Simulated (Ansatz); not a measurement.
Crystal: AlHg.

```
CELL_PARAMETERS angstrom
0.00000 3.06853 3.06853
3.06853 0.00000 3.06853
3.06853 3.06853 0.00000
ATOMIC_POSITIONS crystal
Al 0.00000 0.00000 0.00000
Hg 0.75000 0.75000 0.75000
```

The cell was built by a generator and needn't be a form met in nature.

```yaml
Program: Ansatz 0.2.0
Task: relaxation of cell and atoms
Functional: revPBE
Potentials_or_basis: Ansatz PAW
Cutoff: "420 eV (not typed: the program's choice for these potentials)"
k_mesh: 8 × 8 × 8
Occupations: fermi-dirac, width 0.05 eV
Spin: no spin polarisation
```

At the start: volume 28.89 Å³/atom.

Where does the relaxation end?

It ends after 4 steps and the volume is 29.82 Å³/atom (+3.2 %); space group F-43m (No. 216, to 0.05 Å).

Step by step:
```
step  energy change (eV)  largest force (eV/Å)  volume (Å³)
   1              0.0000                0.0000        57.79
   2             -0.0053                0.0000        59.36
   3             -0.0053                0.0000        59.64
   4             -0.0058                0.0000        59.64
```

Final structure:
```
Al Hg
1.0
     0.00000    3.10097    3.10097
     3.10097    0.00000    3.10097
     3.10097    3.10097    0.00000
Al Hg
1 1
Direct
  0.00000 0.00000 0.00000
  0.75000 0.75000 0.75000
```

Caveat: the plane-wave basis is chosen anew once the cell has moved, so the energies of steps on either side of that aren't comparable; the PAW data sets come from PBE, with cores solved anew for the run's functional, which leaves a small shift of forces and pressure.
